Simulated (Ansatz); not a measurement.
Predict the output of the script below (Ansatz 0.2.0, Python API).

`lasii.xyz`
```text
6
Lattice="4.24120853 0.0 0.0 -2.12060426 3.67299433 0.0 0.0 0.0 12.10889299" Properties=species:S:1:pos:R:3 pbc="T T T"
La    0.00000000    0.00000000    2.05431244
La    0.00000000    0.00000000   10.05458055
Si   -0.00000002    2.44866290    0.06702502
Si    2.12060429    1.22433143   12.04186797
I    -0.00000002    2.44866290    7.86676562
I     2.12060429    1.22433143    4.24212737
```

Script `push.py`:
```python
"""Energy and force of LaSiI as one atom is pushed off its site."""

import argparse

import ansatz as az
import numpy as np

parser = argparse.ArgumentParser(description="Energy and force of LaSiI as one atom is pushed off its site.")
parser.add_argument("--functional", required=True, help="exchange-correlation functional")
parser.add_argument("--kspacing", type=float, default=0.32, help="k-point sampling")
parser.add_argument("--filling", default="fermi_dirac", help="how the bands are filled")
parser.add_argument("--sigma", type=float, default=0.15, help="smearing width (eV)")
args = parser.parse_args()


def main() -> None:
    xtal = az.Crystal.from_extxyz("lasii.xyz")

    inverse = np.linalg.inv(np.array(xtal.lattice.vectors))
    home = np.array(xtal.sites[5].position)
    values = np.linspace(-0.2, 0.2, 5)
    energies, pulls = [], []
    for shift in values:
        moved = xtal.move(5, to=home + shift * inverse[2])
        calc = (
            moved.calculation()
            .functional(args.functional)
            .basis(34 * az.Ry)
            .kpoints(spacing=args.kspacing)
            .occupations(args.filling, width=args.sigma)
            .forces()
        )
        summary = calc.run(threads=1, backend="cpu").report
        energies.append(summary["free_energy_ev"])
        pulls.append(summary["forces_ev_ang"][5][2])

    # the force is minus the slope of the free energy
    print("shift (A)   dE (eV)   force along z (eV/A)")
    for shift, e, f in zip(values, energies, pulls):
        print(f"{shift:8.3f} {e - energies[2]:10.5f} {f:12.4f}")
    print(f"stiffness from energies {2 * np.polyfit(values, energies, 2)[0]:.3f}, from forces {-np.polyfit(values, pulls, 1)[0]:.3f} eV/A^2")


if __name__ == "__main__":
    main()
```

```console
$ python push.py --functional pbesol
shift (A)   dE (eV)   force along z (eV/A)
  -0.200    0.03904       0.6879
  -0.100   -0.00412       0.1856
   0.000    0.00000      -0.2578
   0.100    0.04549      -0.6424
   0.200    0.12660      -0.9708
stiffness from energies 4.142, from forces 4.145 eV/A^2
```

The curvature of the energy gives 4.142 eV/Å² and the slope of the force 4.145 eV/Å², a positive curvature.

Caveats:
- For a metal this k-point mesh is coarse: on a finer one energies can move by several to tens of meV an atom and pressures by half a GPa or more, differences at one mesh by less.
- In a metal a curvature from energy changes of a few meV or less hangs on mesh and smearing, in size and even in sign.
- The structure comes from a database of computed cells and needn't be a stable or known phase.
- All periodic images of the atom move with it, so the curvature is one diagonal element of the zone-centre force constants and no normal mode; a positive value doesn't exclude soft modes in which several atoms move.
- Run time: 37 s on 1 thread of Arm Neoverse V2, with other jobs on the host, peak memory 0.57 GiB.
